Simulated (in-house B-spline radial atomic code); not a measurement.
**W⁸⁺: excited configurations in jj coupling**

How much energy does it take to promote electrons of W⁸⁺ to other shells? Each configuration is solved by itself and compared with the reference.

Program: in-house B-spline radial atomic code version 1. Level of theory: Dirac-Hartree-Fock, average of configuration, Fermi nucleus, basis-set limit. These are calculated values, not measurements, unless marked.

## Step 1: What is computed

- element: tungsten (Z = 74)
- charge: +8
- electrons: 66
- configuration: 1s2 2s2 2p6 3s2 3p6 3d10 4s2 4p6 4d10 4f14 5s2 5p-2 5p+2
- Hamiltonian: Dirac-Coulomb
- nucleus: Fermi, rms radius 5.366 fm

In configurations, a minus sign after the shell means j = l − 1/2 and a plus sign j = l + 1/2; the count of electrons follows.

Settings of the run:

```ini
Z = 74
electrons = 66.0
configuration = 1s2 2s2 2p6 3s2 3p6 3d10 4s2 4p6 4d10 4f14 5s2 5p-2 5p+2
hamiltonian = dirac
method = hf
spin_polarised = False
nucleus = fermi
rms_radius = 5.3658
mass_number = 184
atomic_mass = 183.95093318
speed_of_light = 137.035999084
```

This reference run was done before. Its total energy is -16139.508782 hartree, and its levels are (the highest eight at most):

| orbital | occupation | energy (eV) | <r> (bohr) |
| --- | --- | --- | --- |
| 4p3/2 | 4 | -569.63 | 0.4875 |
| 4d3/2 | 4 | -398.89 | 0.5047 |
| 4d5/2 | 6 | -385.65 | 0.5155 |
| 5s1/2 | 2 | -203.31 | 1.036 |
| 5p1/2 | 2 | -169.42 | 1.109 |
| 4f5/2 | 6 | -169.37 | 0.5799 |
| 4f7/2 | 8 | -166.80 | 0.5866 |
| 5p3/2 | 2 | -158.02 | 1.180 |

## Step 2: Configuration 1s2 2s2 2p6 3s2 3p6 3d10 4s2 4p6 4d10 4f14 5s2 5p+3 6g-1

Settings: those of step 1 with these lines changed.

```diff
@@ -2,3 +2,3 @@
 electrons = 66.0
-configuration = 1s2 2s2 2p6 3s2 3p6 3d10 4s2 4p6 4d10 4f14 5s2 5p-2 5p+2
+configuration = 1s2 2s2 2p6 3s2 3p6 3d10 4s2 4p6 4d10 4f14 5s2 5p+3 6g-1
 hamiltonian = dirac
```

The program writes no log. Results of the run, from its result record (rounded, main fields):

```text
{
  "status": "converged",
  "iterations": 10,
  "energy [hartree]": {"total": -16133.9792827, "kinetic": 18165.1476111, "nuclear": -39974.4004355, "coulomb": 5988.55337006, "exact_exchange": -313.279828421},
  "breit [hartree]": {"gaunt": 19.20324, "retardation": -2.033029, "frequency_dependence": -0.3337162},
  "qed [hartree]": {"self_energy": 14.00645, "uehling": -2.62872, "wichmann_kroll": 0.1043842},
  "recoil [hartree]": 0.02973236,
  "total_with_corrections [hartree]": -16105.6309424,
  "orbitals [hartree, bohr; first row names the columns]": [
    ["name", "occ", "eps", "<r>"],
    ["1s1/2", 2.0, -2576.4349, 0.018346],
    ["2s1/2", 2.0, -453.88671, 0.076891],
    ["2p1/2", 2.0, -433.31278, 0.063729],
    ["2p3/2", 4.0, -383.50355, 0.071641],
    ["3s1/2", 2.0, -110.62526, 0.20006],
    ["3p1/2", 2.0, -101.4907, 0.19042],
    ["3p3/2", 4.0, -90.563844, 0.20493],
    ["3d3/2", 4.0, -75.420951, 0.1797],
    ["3d5/2", 6.0, -73.068153, 0.18419],
    ["4s1/2", 2.0, -27.946247, 0.44968],
    ["4p1/2", 2.0, -24.092871, 0.45625],
    ["4p3/2", 4.0, -21.564908, 0.48703],
    ["4d3/2", 4.0, -15.265815, 0.50342],
    ["4d5/2", 6.0, -14.796891, 0.51499],
    ["4f5/2", 6.0, -6.8246837, 0.57341],
    ["4f7/2", 8.0, -6.745034, 0.58236],
    ["5s1/2", 2.0, -7.9186913, 1.0246],
    ["5p3/2", 3.0, -6.2573643, 1.1596],
    ["6g7/2", 1.0, -1.1423591, 4.7504]
  ],
  "sum_r [bohr^k]": {"-1": 540.2241, "1": 31.27062, "2": 43.93955},
  "energy_minus_base [hartree]": 5.52949882,
  "energy_minus_base_with_corrections [hartree]": 5.51488133
}
```

It took 1.2 s on 1 thread, shared host.

energy_minus_base is the energy less that of the reference run.

## Step 3: Configuration 1s2 2s2 2p6 3s2 3p6 3d10 4s2 4p6 4d10 4f14 5s2 5p+3 7p-1

Settings: those of step 2 with these lines changed.

```diff
@@ -2,3 +2,3 @@
 electrons = 66.0
-configuration = 1s2 2s2 2p6 3s2 3p6 3d10 4s2 4p6 4d10 4f14 5s2 5p+3 6g-1
+configuration = 1s2 2s2 2p6 3s2 3p6 3d10 4s2 4p6 4d10 4f14 5s2 5p+3 7p-1
 hamiltonian = dirac
```

Result record:

```text
{
  "status": "converged",
  "iterations": 10,
  "energy [hartree]": {"total": -16134.6512251, "kinetic": 18165.9854569, "nuclear": -39980.3732997, "coulomb": 5993.03411518, "exact_exchange": -313.297497442},
  "breit [hartree]": {"gaunt": 19.20484, "retardation": -2.03322, "frequency_dependence": -0.3336916},
  "qed [hartree]": {"self_energy": 14.00647, "uehling": -2.628728, "wichmann_kroll": 0.1043846},
  "recoil [hartree]": 0.02973256,
  "total_with_corrections [hartree]": -16106.3014446,
  "orbitals [hartree, bohr; first row names the columns]": [
    ["name", "occ", "eps", "<r>"],
    ["1s1/2", 2.0, -2576.3557, 0.018346],
    ["2s1/2", 2.0, -453.81229, 0.076891],
    ["2p1/2", 2.0, -433.23854, 0.063729],
    ["2p3/2", 4.0, -383.42864, 0.071641],
    ["3s1/2", 2.0, -110.55466, 0.20006],
    ["3p1/2", 2.0, -101.42104, 0.19042],
    ["3p3/2", 4.0, -90.493036, 0.20494],
    ["3d3/2", 4.0, -75.349982, 0.1797],
    ["3d5/2", 6.0, -72.996864, 0.18419],
    ["4s1/2", 2.0, -27.878575, 0.4497],
    ["4p1/2", 2.0, -24.027075, 0.45624],
    ["4p3/2", 4.0, -21.497116, 0.48707],
    ["4d3/2", 4.0, -15.198829, 0.5035],
    ["4d5/2", 6.0, -14.729245, 0.51507],
    ["4f5/2", 6.0, -6.7580547, 0.57371],
    ["4f7/2", 8.0, -6.6782449, 0.58279],
    ["5s1/2", 2.0, -7.8607733, 1.0251],
    ["5p3/2", 3.0, -6.2004535, 1.1607],
    ["7p1/2", 1.0, -1.8145192, 3.6674]
  ],
  "sum_r [bohr^k]": {"-1": 540.3049, "1": 30.19803, "2": 33.34936},
  "energy_minus_base [hartree]": 4.85755645,
  "energy_minus_base_with_corrections [hartree]": 4.84437906
}
```

Run time: 1.1 s. Hardware: 1 thread, shared host.

## Step 4: Configuration 1s2 2s2 2p6 3s2 3p6 3d10 4s2 4p6 4d10 4f14 5s2 5p+3 8g+1

Settings: those of step 3 with these lines changed.

```diff
@@ -2,3 +2,3 @@
 electrons = 66.0
-configuration = 1s2 2s2 2p6 3s2 3p6 3d10 4s2 4p6 4d10 4f14 5s2 5p+3 7p-1
+configuration = 1s2 2s2 2p6 3s2 3p6 3d10 4s2 4p6 4d10 4f14 5s2 5p+3 8g+1
 hamiltonian = dirac
```

Result record:

```text
{
  "status": "converged",
  "iterations": 10,
  "energy [hartree]": {"total": -16133.4803861, "kinetic": 18164.6501885, "nuclear": -39966.0517428, "coulomb": 5981.200659, "exact_exchange": -313.279490814},
  "breit [hartree]": {"gaunt": 19.20326, "retardation": -2.033032, "frequency_dependence": -0.3337171},
  "qed [hartree]": {"self_energy": 14.00645, "uehling": -2.628721, "wichmann_kroll": 0.1043842},
  "recoil [hartree]": 0.02973099,
  "total_with_corrections [hartree]": -16105.132025,
  "orbitals [hartree, bohr; first row names the columns]": [
    ["name", "occ", "eps", "<r>"],
    ["1s1/2", 2.0, -2576.5478, 0.018346],
    ["2s1/2", 2.0, -453.99965, 0.076891],
    ["2p1/2", 2.0, -433.4257, 0.063729],
    ["2p3/2", 4.0, -383.61647, 0.071641],
    ["3s1/2", 2.0, -110.73827, 0.20006],
    ["3p1/2", 2.0, -101.60372, 0.19042],
    ["3p3/2", 4.0, -90.676853, 0.20493],
    ["3d3/2", 4.0, -75.533986, 0.1797],
    ["3d5/2", 6.0, -73.181125, 0.18419],
    ["4s1/2", 2.0, -28.059504, 0.44968],
    ["4p1/2", 2.0, -24.20613, 0.45626],
    ["4p3/2", 4.0, -21.678197, 0.48703],
    ["4d3/2", 4.0, -15.379083, 0.50342],
    ["4d5/2", 6.0, -14.910193, 0.51499],
    ["4f5/2", 6.0, -6.937718, 0.57329],
    ["4f7/2", 8.0, -6.858446, 0.5824],
    ["5s1/2", 2.0, -8.031782, 1.0245],
    ["5p3/2", 3.0, -6.3701662, 1.1592],
    ["8g9/2", 1.0, -0.64343915, 9.335]
  ],
  "sum_r [bohr^k]": {"-1": 540.1113, "1": 35.85323, "2": 117.2039},
  "energy_minus_base [hartree]": 6.02839543,
  "energy_minus_base_with_corrections [hartree]": 6.01379867
}
```

It took 1.3 s on 1 thread, shared host.

## Step 5: Run with 1s2 2s2 2p6 3s2 3p6 3d10 4s2 4p6 4d10 4f14 5s2 5p+3 6d+1

Settings: those of step 4 with these lines changed.

```diff
@@ -2,3 +2,3 @@
 electrons = 66.0
-configuration = 1s2 2s2 2p6 3s2 3p6 3d10 4s2 4p6 4d10 4f14 5s2 5p+3 8g+1
+configuration = 1s2 2s2 2p6 3s2 3p6 3d10 4s2 4p6 4d10 4f14 5s2 5p+3 6d+1
 hamiltonian = dirac
```

Result record:

```text
{
  "status": "converged",
  "iterations": 10,
  "energy [hartree]": {"total": -16135.0744285, "kinetic": 18166.2231479, "nuclear": -39987.0100094, "coulomb": 5999.03927186, "exact_exchange": -313.326838883},
  "breit [hartree]": {"gaunt": 19.2038, "retardation": -2.033155, "frequency_dependence": -0.3337128},
  "qed [hartree]": {"self_energy": 14.00636, "uehling": -2.628701, "wichmann_kroll": 0.1043835},
  "recoil [hartree]": 0.02973416,
  "total_with_corrections [hartree]": -16106.7257224,
  "orbitals [hartree, bohr; first row names the columns]": [
    ["name", "occ", "eps", "<r>"],
    ["1s1/2", 2.0, -2576.2637, 0.018346],
    ["2s1/2", 2.0, -453.71656, 0.076891],
    ["2p1/2", 2.0, -433.14169, 0.063729],
    ["2p3/2", 4.0, -383.33365, 0.071641],
    ["3s1/2", 2.0, -110.46065, 0.20006],
    ["3p1/2", 2.0, -101.32563, 0.19042],
    ["3p3/2", 4.0, -90.399413, 0.20494],
    ["3d3/2", 4.0, -75.255054, 0.17971],
    ["3d5/2", 6.0, -72.90347, 0.18419],
    ["4s1/2", 2.0, -27.786414, 0.44971],
    ["4p1/2", 2.0, -23.932658, 0.45629],
    ["4p3/2", 4.0, -21.405909, 0.48707],
    ["4d3/2", 4.0, -15.106085, 0.50353],
    ["4d5/2", 6.0, -14.639411, 0.51505],
    ["4f5/2", 6.0, -6.6661963, 0.57396],
    ["4f7/2", 8.0, -6.5878494, 0.58314],
    ["5s1/2", 2.0, -7.7752584, 1.0258],
    ["5p3/2", 3.0, -6.1203564, 1.1612],
    ["6d5/2", 1.0, -2.2380478, 2.7709]
  ],
  "sum_r [bohr^k]": {"-1": 540.3945, "1": 29.309, "2": 26.95916},
  "energy_minus_base [hartree]": 4.43435306,
  "energy_minus_base_with_corrections [hartree]": 4.42010127
}
```

Wall time 1.2 s (1 thread, shared host).

## Step 6: Configuration 1s2 2s2 2p6 3s2 3p6 3d10 4s2 4p6 4d-3 4d+6 4f14 5s2 5p+4 9d-1

Settings: those of step 5 with these lines changed.

```diff
@@ -2,3 +2,3 @@
 electrons = 66.0
-configuration = 1s2 2s2 2p6 3s2 3p6 3d10 4s2 4p6 4d10 4f14 5s2 5p+3 6d+1
+configuration = 1s2 2s2 2p6 3s2 3p6 3d10 4s2 4p6 4d-3 4d+6 4f14 5s2 5p+4 9d-1
 hamiltonian = dirac
```

Result record:

```text
{
  "status": "converged",
  "iterations": 10,
  "energy [hartree]": {"total": -16124.9450767, "kinetic": 18155.8912524, "nuclear": -39920.609927, "coulomb": 5951.03256273, "exact_exchange": -311.258964737},
  "breit [hartree]": {"gaunt": 19.19043, "retardation": -2.032169, "frequency_dependence": -0.3346376},
  "qed [hartree]": {"self_energy": 14.0098, "uehling": -2.629009, "wichmann_kroll": 0.1043959},
  "recoil [hartree]": 0.02975947,
  "total_with_corrections [hartree]": -16096.6065078,
  "orbitals [hartree, bohr; first row names the columns]": [
    ["name", "occ", "eps", "<r>"],
    ["1s1/2", 2.0, -2577.1836, 0.018346],
    ["2s1/2", 2.0, -454.63421, 0.076886],
    ["2p1/2", 2.0, -434.04192, 0.063722],
    ["2p3/2", 4.0, -384.26622, 0.071635],
    ["3s1/2", 2.0, -111.27719, 0.2],
    ["3p1/2", 2.0, -102.1387, 0.19035],
    ["3p3/2", 4.0, -91.221496, 0.20486],
    ["3d3/2", 4.0, -76.049459, 0.17986],
    ["3d5/2", 6.0, -73.744162, 0.18411],
    ["4s1/2", 2.0, -28.460163, 0.44845],
    ["4p1/2", 2.0, -24.486466, 0.45486],
    ["4p3/2", 4.0, -22.08554, 0.48456],
    ["4d3/2", 3.0, -15.770532, 0.50009],
    ["4d5/2", 6.0, -15.319087, 0.51158],
    ["4f5/2", 6.0, -7.2303313, 0.56263],
    ["4f7/2", 8.0, -7.2435138, 0.56919],
    ["5s1/2", 2.0, -8.2482861, 1.0138],
    ["5p3/2", 4.0, -6.4883619, 1.1446],
    ["9d3/2", 1.0, -0.76492796, 8.5387]
  ],
  "sum_r [bohr^k]": {"-1": 539.4973, "1": 35.41705, "2": 100.5088},
  "energy_minus_base [hartree]": 14.5637049,
  "energy_minus_base_with_corrections [hartree]": 14.5393158
}
```

Run time: 1.2 s. Hardware: 1 thread, shared host.

## Step 7: 1s2 2s2 2p6 3s2 3p6 3d10 4s2 4p6 4d10 4f-5 4f+8 5s2 5p+4 5d+1

Settings: those of step 6 with these lines changed.

```diff
@@ -2,3 +2,3 @@
 electrons = 66.0
-configuration = 1s2 2s2 2p6 3s2 3p6 3d10 4s2 4p6 4d-3 4d+6 4f14 5s2 5p+4 9d-1
+configuration = 1s2 2s2 2p6 3s2 3p6 3d10 4s2 4p6 4d10 4f-5 4f+8 5s2 5p+4 5d+1
 hamiltonian = dirac
```

Result record:

```text
{
  "status": "converged",
  "iterations": 10,
  "energy [hartree]": {"total": -16136.7787126, "kinetic": 18168.445632, "nuclear": -39987.3802693, "coulomb": 5994.7114467, "exact_exchange": -312.555522053},
  "breit [hartree]": {"gaunt": 19.2141, "retardation": -2.035514, "frequency_dependence": -0.3343878},
  "qed [hartree]": {"self_energy": 14.00823, "uehling": -2.628772, "wichmann_kroll": 0.1043866},
  "recoil [hartree]": 0.02975186,
  "total_with_corrections [hartree]": -16108.4209151,
  "orbitals [hartree, bohr; first row names the columns]": [
    ["name", "occ", "eps", "<r>"],
    ["1s1/2", 2.0, -2576.2706, 0.018346],
    ["2s1/2", 2.0, -453.7805, 0.076896],
    ["2p1/2", 2.0, -433.19029, 0.063733],
    ["2p3/2", 4.0, -383.39666, 0.071647],
    ["3s1/2", 2.0, -110.59735, 0.20007],
    ["3p1/2", 2.0, -101.44257, 0.19042],
    ["3p3/2", 4.0, -90.544448, 0.20495],
    ["3d3/2", 4.0, -75.353913, 0.17967],
    ["3d5/2", 6.0, -73.044624, 0.18423],
    ["4s1/2", 2.0, -27.875474, 0.44868],
    ["4p1/2", 2.0, -23.979059, 0.45508],
    ["4p3/2", 4.0, -21.488711, 0.48491],
    ["4d3/2", 4.0, -15.086847, 0.5011],
    ["4d5/2", 6.0, -14.710423, 0.5123],
    ["4f5/2", 5.0, -6.6931614, 0.56426],
    ["4f7/2", 8.0, -6.6442521, 0.57327],
    ["5s1/2", 2.0, -7.7239431, 1.0225],
    ["5p3/2", 4.0, -6.012167, 1.1599],
    ["5d5/2", 1.0, -4.2222169, 1.3913]
  ],
  "sum_r [bohr^k]": {"-1": 540.3996, "1": 28.338, "2": 21.41832},
  "energy_minus_base [hartree]": 2.73006897,
  "energy_minus_base_with_corrections [hartree]": 2.72490862
}
```

Run time: 1.1 s. Hardware: 1 thread, shared host.

## Step 8: The excitation energies

| net move | configuration | energy above the reference (eV) | with Breit, QED, recoil (eV) | largest <r> (bohr) |
| --- | --- | --- | --- | --- |
| 4f5/2, 2×5p1/2 → 5d5/2, 2×5p3/2 | 1s2 2s2 2p6 3s2 3p6 3d10 4s2 4p6 4d10 4f-5 4f+8 5s2 5p+4 5d+1 | 74.289 | 74.149 | 1.39 |
| 2×5p1/2 → 5p3/2, 6d5/2 | 1s2 2s2 2p6 3s2 3p6 3d10 4s2 4p6 4d10 4f14 5s2 5p+3 6d+1 | 120.66 | 120.28 | 2.77 |
| 2×5p1/2 → 5p3/2, 7p1/2 | 1s2 2s2 2p6 3s2 3p6 3d10 4s2 4p6 4d10 4f14 5s2 5p+3 7p-1 | 132.18 | 131.82 | 3.67 |
| 2×5p1/2 → 5p3/2, 6g7/2 | 1s2 2s2 2p6 3s2 3p6 3d10 4s2 4p6 4d10 4f14 5s2 5p+3 6g-1 | 150.47 | 150.07 | 4.75 |
| 2×5p1/2 → 5p3/2, 8g9/2 | 1s2 2s2 2p6 3s2 3p6 3d10 4s2 4p6 4d10 4f14 5s2 5p+3 8g+1 | 164.04 | 163.64 | 9.33 |
| 4d3/2, 2×5p1/2 → 2×5p3/2, 9d3/2 | 1s2 2s2 2p6 3s2 3p6 3d10 4s2 4p6 4d-3 4d+6 4f14 5s2 5p+4 9d-1 | 396.30 | 395.63 | 8.54 |

What this shows: The lowest of them is 4f5/2, 2×5p1/2 → 5d5/2, 2×5p3/2 at 74.289 eV and the highest 4d3/2, 2×5p1/2 → 2×5p3/2, 9d3/2 at 396.30 eV. Koopmans' estimate of the ionisation threshold is 158.02 eV; 2 configurations exceed it by over 2 % and could autoionise. Two partly filled shells share a symmetry and can mix in the average, which may lower the energy, for: 4d3/2, 2×5p1/2 → 2×5p3/2, 9d3/2. These are averages over configurations, without correlation, not spectroscopic levels.
